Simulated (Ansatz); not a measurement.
# CH6GeOTe: a ladder of functionals and wavefunction methods

How much do the methods differ for CH6GeOTe? The plan is to run it at one geometry with functionals of several rungs and with coupled cluster. The yardstick is the atomisation energy at the CCSD(T) limit.

Program: Ansatz 0.2.0, Gaussian basis. Level of theory: functionals in def2-TZVPP, the program's frozen cores in correlated methods. These are calculated values, not measurements.

Levels to be run: PBE-D4, r2SCAN-D4, PBE0-D4, B3LYP-D4, ωB97X-V, ωB97M-V, B2PLYP; CCSD(T)/def2-TZVPP; MP2/def2-QZVPP; extrapolation to the limit.

## Step 1: The geometry

All runs share one geometry, relaxed beforehand with PBE0-D4 in a triple-zeta def2 set. Te takes the def2 core potential; no spin-orbit term is included.

SMILES `OC[Te][GeH3]`, 10 atoms, charge 0, spin multiplicity 1.

Atoms are counted from 1 here; the program's logs count them from 0.

Bond lengths: O1–C2 1.387 Å, O1–H5 0.961 Å, C2–Te3 2.188 Å, C2–H6 1.094 Å, C2–H7 1.089 Å, Te3–Ge4 2.549 Å, Ge4–H8 1.541 Å, Ge4–H9 1.539 Å, Ge4–H10 1.534 Å. Angles: C2–O1–H5 109.3°, O1–C2–Te3 115.0°, O1–C2–H6 113.7°, O1–C2–H7 107.7°, Te3–C2–H6 106.1°, Te3–C2–H7 104.7°, H6–C2–H7 109.2°, C2–Te3–Ge4 93.9°, Te3–Ge4–H8 110.8°, Te3–Ge4–H9 110.2°, Te3–Ge4–H10 107.7°, H8–Ge4–H9 108.5°, H8–Ge4–H10 109.4°, H9–Ge4–H10 110.3°.

## Step 2: PBE-D4 (GGA)

in.yaml

```yaml
crystal:
  periodic: [false, false, false]
  atoms:
    - {symbol: O, position_ang: [-1.748670, 0.953996, 1.175668]}
    - {symbol: C, position_ang: [-0.858199, 1.347843, 0.188354]}
    - {symbol: Te, position_ang: [1.249133, 0.971632, 0.640146]}
    - {symbol: Ge, position_ang: [1.264273, -1.313868, -0.487855]}
    - {symbol: H, position_ang: [-1.664984, 0.007046, 1.318572]}
    - {symbol: H, position_ang: [-1.047443, 0.884129, -0.783907]}
    - {symbol: H, position_ang: [-0.931450, 2.429367, 0.089223]}
    - {symbol: H, position_ang: [0.259168, -2.264743, 0.190276]}
    - {symbol: H, position_ang: [0.881502, -1.176280, -1.971737]}
    - {symbol: H, position_ang: [2.679867, -1.890224, -0.355739]}
basis:
  gaussian: {orbitals: def2-TZVPP}
hamiltonian: {xc: pbe, dispersion: d4}
output: {forces: true, orbitals: {seedname: orbitals}}
```

The run is started by

```console
$ ansatz run in.yaml --threads 4 --pin off --events-out ev --progress --plain --max-ram 10444MiB
```

After this run come: r2SCAN-D4 (meta-GGA); PBE0-D4 (hybrid); B3LYP-D4 (hybrid); ωB97X-V (range-separated); ωB97M-V (range-separated); B2PLYP (double hybrid); CCSD(T) in def2-TZVPP; MP2 in def2-QZVPP.

**Question.** What will the summary of the whole plan be? Wanted: atomisation energy, CCSD(T)/CBS; farthest; mean size of error, hybrid; mean size of error, range-separated; gap, smallest and largest; T1 diagnostic; triples share of the correlation energy.

The runs gave:

```
                               quantity                                value
        atomisation energy, CCSD(T)/CBS                            32.037 eV
    functionals within 0.320 eV (1.0 %)           PBE-D4, r2SCAN-D4, ωB97X-V
                               farthest                   B2PLYP (-0.772 eV)
             mean size of error, hybrid                             0.399 eV
    mean size of error, range-separated                             0.321 eV
              gap, smallest and largest  3.56 eV (PBE-D4), 9.51 eV (ωB97X-V)
                          T1 diagnostic                               0.0114
triples share of the correlation energy                                3.2 %
```

What this shows: PBE-D4 is off by +0.216 eV. Double hybrids carry the basis error of their MP2 part in triple zeta, and no dispersion term here, so their miss is partly the set-up's. Misses under about 0.320 eV are within the doubt on the reference itself, which lacks core-valence correlation, spin-orbit coupling and higher excitations, and its outer-core shells are covered unevenly. All levels share the lack of spin-orbit coupling, which lowers the free heavy atoms and so the true binding. Hartree-Fock recovers 68 % of the binding; the rest is correlation. Orbital gaps span 3.6 to 9.5 eV; exact exchange widens them. Correlated methods include outer-core shells of Ge, Te, which these sets cover unevenly.
